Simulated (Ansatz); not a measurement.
SbPb, space group Cmmm, a scan of one input key

With Ansatz 0.2.0, Python API.

Run as a notebook:

In [1]:
```python
from dataclasses import dataclass
import warnings

import ansatz as az
from ase import Atoms
```

In [2]:
```python
@dataclass
class Options:
    xc: str = "lda"
    smearing: str = "cold"
    smearing_width: float = 0.05
    mesh: tuple[int, ...] = (8, 8, 5)


settings = Options()

warnings.simplefilter("ignore", az.DeckWarning)
```

In [3]:
```python
atoms = Atoms(
    ["Sb", "Pb"],
    scaled_positions=[
        [0.5, 0.5, 0.5],
        [0.0, 0.0, 0.0],
    ],
    cell=[
        [2.075821, -2.680329, 0.0],
        [2.075821, 2.680329, 0.0],
        [0.0, 0.0, 5.453475],
    ],
    pbc=True,
)
cell = az.Crystal.from_ase(atoms)
```

In [4]:
```python
len(cell.resolved().sites)
```
Out [4]:
```text
2
```

In [5]:
```python
calculation = (
    cell.calculation()
    .functional(settings.xc)
    .occupations(settings.smearing, width=settings.smearing_width)
    .pseudopotentials("paw")
    .kpoints(*settings.mesh)
    .band_table()
)
typed = calculation.input()
rows = []
for value in [4, 6, 9]:
    edited = typed.set(az.key.basis.ecutrho_ratio, value)
    summary = az.Session.from_dict(edited).plan().execute().report
    rows.append((value, summary["free_energy_ev"], summary["n_iterations"], len(summary["eigenvalues_ev"][0]) if "eigenvalues_ev" in summary else 0))
lines = [",".join(["density ratio", "F eV", "iterations", "bands listed"])] + [",".join(f"{v:.4f}" if isinstance(v, float) else str(v) for v in row) for row in rows]
print("\n".join(lines))
with open("edit.csv", "w") as handle:
    handle.write("\n".join(lines) + "\n")
print(edited.to_yaml())
```
```text
density ratio,F eV,iterations,bands listed
4,-17937.9223,7,19
6,-17937.9223,7,19
9,-17937.9223,7,19
crystal:
  lattice:
    - [2.075821, -2.680329, 0.0]
    - [2.075821, 2.680329, 0.0]
    - [0.0, 0.0, 5.453475]
  atoms:
    - { symbol: Sb, position: [0.5, 0.5, 0.5] }
    - { symbol: Pb, position: [0.0, 0.0, 0.0] }
kpoints:
  mp_grid:
    grid: [8, 8, 5]
hamiltonian:
  xc: lda
  pseudopotentials:
    kind: paw
scf:
  occupations:
    method: cold
    width: 0.05
output:
  eigenvalues: true
basis:
  ecutrho_ratio: 9
```

What to keep in mind:
- Total energies depend on the potentials; only differences at equal settings carry meaning. A total without «per atom» is that of the whole cell that was run.
- For a metal this k-point mesh is coarse: on a finer one energies can move by several to tens of meV an atom and pressures by half a GPa or more, differences at one mesh by less.
- Spin-orbit coupling, which matters for elements this heavy, is left out.
- This cell is a computed structure, which may not be the phase found in nature.
- Hardware and time: 12 s on 1 thread of Arm Neoverse V2, on a shared host, peak memory 0.47 GiB.
